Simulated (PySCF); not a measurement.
# The bond of CoH, level by level

The task here is to estimate one member of a computed series from the others.

The runs use PySCF 2.14.0; Co def2-TZVPPD, H def2-TZVPPD, no relativity.

The first run:

The job is set up so:

```json
{
  "atoms": "Co, H",
  "charge": "0",
  "basis": "Co def2-TZVPPD, H def2-TZVPPD",
  "Hamiltonian": "no relativity",
  "basis functions": "84",
  "electrons treated": "28",
  "masses in u": "58.9332, 1.0078",
  "levels": "PBE0, PBE, r²SCAN, M06, TPSS, BHandHLYP, BLYP, LDA, ωB97M-V, HF, MP2, SCS-MP2, CCSD, CCSD(T)",
  "grid": "80 radial by 434 angular points",
  "occupations": "held fixed by the projection of orbital angular momentum",
  "dissociation limit": "Co + H, each in its ground configuration",
  "starting distance in angstrom": "1.390",
  "values of 2S to try": "0, 2, 4, 6"
}
```

Started as:

```sh
$ OMP_NUM_THREADS=1 python dia.py task.json out
```

Steps of the session up to this table: The job; The PBE0 curve of the state that the search chose; Other states along the same grid; PBE (GGA); r²SCAN; M06 (hybrid meta-GGA); TPSS; BHandHLYP; BLYP; LDA (local density); ωB97M-V (range-separated hybrid); ROHF; MP2 and coupled cluster.

One of the session's tables, all rows but one given; the rest of the session is left out.

It belongs to the step «Constants by level of theory». 

| level | Re (Å) | ωe (cm⁻¹) | De (eV) |
| --- | --- | --- | --- |
| ROHF | 1.628 | 1553 | -0.314 |
| ROHF-MP2 | 1.481 | 1968 | 3.09 |
| ROHF-SCS-MP2 | 1.500 | 1879 | 2.81 |
| ROHF-CCSD | 1.529 | 1792 | 2.08 |
| ROHF-CCSD(T) | 1.511 | 1853 | 2.27 |
| LDA | 1.501 | 1915 | 3.83 |
| PBE | 1.523 | 1848 | 3.22 |
| BLYP | 1.525 | 1834 | 3.19 |
| TPSS | ? | ? | ? |
| r²SCAN | 1.518 | 1879 | 2.97 |
| PBE0 | 1.532 | 1813 | 2.54 |
| M06 | 1.536 | 1835 | 2.69 |
| BHandHLYP | 1.545 | 1761 | 1.86 |
| ωB97M-V | 1.530 | 1837 | 2.54 |

Estimate the missing values for TPSS.

The run gave: Re (Å): 1.528; ωe (cm⁻¹): 1863; De (eV): 3.19. In the column «Re (Å)» it lies between BLYP (1.525) and ROHF-CCSD (1.529).

De is counted to Co + H in their ground configurations.
